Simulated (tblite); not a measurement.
# C7H14P2: the cost of one run

The runs use tblite 0.8.0 and PySCF 2.14.0, with density-fitted response routines of our own; the level of theory stands in each step. All values are computed, except where a source is named. Atoms are numbered from 0 throughout.

**1. The starting structure**

23 atoms, charge 0, multiplicity 1; geometry from: force field or distance geometry start.

Bonds of the start (Å): C0–C1 1.34, C1–C2 1.51, C1–P3 1.85, P3–P4 2.20, P4–C5 1.92, C5–C6 1.53, C5–C7 1.54, C7–C8 1.53, C0–H9 1.09, C0–H10 1.07, C2–H11 1.08, C2–H12 1.11, C2–H13 1.09, C5–H14 1.09, C6–H15 1.11, C6–H16 1.09, C6–H17 1.10, C7–H18 1.09, C7–H19 1.10, C8–H20 1.09, C8–H21 1.10, C8–H22 1.09.

**2. Relaxing the molecule with GFN2-xTB**

Job settings and geometry (Å):

```
{"job": {"kind": "relax", "xc": "GFN2-xTB", "basis": "xTB"}, "charge": 0, "multiplicity": 1}
C      4.038400     0.085400    -1.593400
C      3.302600     0.072000    -0.473700
C      3.911200     0.221300     0.904800
P      1.474800    -0.161700    -0.623900
P      0.183000    -0.224000     1.153100
C     -1.499100    -0.482100     0.259200
C     -2.355800    -1.415900     1.110500
C     -2.166900     0.886600     0.031800
C     -3.449000     0.778600    -0.790000
H      3.579000    -0.028500    -2.571200
H      5.103500     0.222000    -1.565200
H      4.985000     0.354000     0.856400
H      3.484300     1.104700     1.419100
H      3.712800    -0.661000     1.514300
H     -1.326500    -0.963300    -0.701600
H     -2.622200    -0.965100     2.089700
H     -3.287400    -1.669300     0.602200
H     -1.840600    -2.369500     1.318300
H     -1.490000     1.557500    -0.500600
H     -2.397300     1.369800     0.990800
H     -3.276800     0.278500    -1.738300
H     -3.837600     1.786400    -1.010100
H     -4.230500     0.250500    -0.237100
```

Run with:

```bash
$ OMP_NUM_THREADS=1 python probes_run.py task.json out
```

This one command runs all jobs of the session in turn.

Q: Estimate the wall time and peak memory of this first job on 1 thread of Arm Neoverse V1, shared host.

About 1.2 s, with a peak of 0.18 GiB.
